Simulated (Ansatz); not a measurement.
**LiSe+ (singlet): wave-function methods side by side at distance Se1–Li2 = 2.880 Å, cc-pVDZ**

One table from this session's results is given with a row withheld; the runs are named, their logs left out.

Method: cc-pVDZ, core rule «outside noble gas», up to 15 orbitals frozen; program: Ansatz 0.2.0, Gaussian basis.

Plan: UHF; CCSD(T) on RHF; CCSD(T) on UHF; BCCD(T) on RHF; CISD; CCSDT(Q) on RHF; CCSDT(Q) on UHF; CCSDTQ on RHF; CASSCF and MRCISD+Q, 2 electrons in 2 orbitals; CASSCF and NEVPT2, 2 electrons in 2 orbitals; Full CI.

67 further runs of the same task are left out: 49 for a known fault of the program, 11 that didn't finish, 7 set aside as unsound or not needed.

## The geometry

The geometry derives from a PBE0/def2-TZVP stationary point (not a proven minimum). One bond is set to the value named and the two fragments are kept rigid. No spin-orbit coupling is included. The filled d shell of Se may be among the frozen orbitals whatever the setting's name suggests; the logs give the count.

2 atoms, charge 1, spin multiplicity 1.

Atoms are counted from 1 here; the program's logs count them from 0.

Bond lengths: Se1–Li2 2.880 Å.

As a file:

```
Se    0.00000    0.00000    0.00000
Li    0.00000    0.00000    2.88000
```

The first run:

Input file in.yaml:

```yaml
crystal:
  periodic: [false, false, false]
  atoms:
    - {symbol: Se, position_ang: [0.000000, 0.000000, 0.000000]}
    - {symbol: Li, position_ang: [0.000000, 0.000000, 2.880000]}
basis:
  gaussian: {orbitals: cc-pVDZ}
total_charge: 1
magnetization: {spin_polarized: true, initial_magnetization: 0}
hamiltonian: {xc: hf}
output: {orbitals: {seedname: orbitals}}
```

Command:

```sh
$ ansatz run in.yaml --threads 1 --pin off --events-out ev --progress --plain --max-ram 2393MiB
```

Among the steps run: UHF; CCSD(T) on RHF; CCSD(T) on UHF; BCCD(T) on RHF; CISD; CCSDT(Q) on RHF; CCSDT(Q) on UHF; CCSDTQ on RHF; CASSCF and MRCISD+Q, 2 electrons in 2 orbitals; CASSCF and NEVPT2, 2 electrons in 2 orbitals; Full CI.

One of the session's tables, all rows but one given; the rest of the session is left out.

| method | from FCI (meV) |
| --- | --- |
| RHF | +3338.5 |
| RMP2 | +1032.0 |
| CISD | +460.6 |
| RCCSD | +290.8 |
| RCCSD(T) | +166.1 |
| BCCD(T) | +169.2 |
| RCCSDT | ? |
| RCCSDT(Q) | -2.6 |
| RCCSDTQ | +0.1 |
| CASSCF pair | +2677.3 |
| NEVPT2 pair | +415.5 |
| MRCISD pair | +114.4 |
| MRCISD+Q pair | -28.4 |
| FCI | 0 |

Estimate the missing values for RCCSDT.

The run gave: from FCI (meV): +6.7. In the column «from FCI (meV)» it lies between RCCSDTQ (+0.1) and MRCISD pair (+114.4).

Left out of the table: UHF, UMP2, UCCSD, UCCSD(T), UCCSDT, UCCSDT(Q) (another determinant or state than the rows shown).

Caveats from the session: The report flags that the cluster equations may have other roots. The program flags RCCSDT(Q), RCCSDTQ as in doubt, so those rows may rest on another solution; read them beside their warnings. RCCSDT(Q), MRCISD+Q pair fall below full CI, which methods that aren't variational can do.
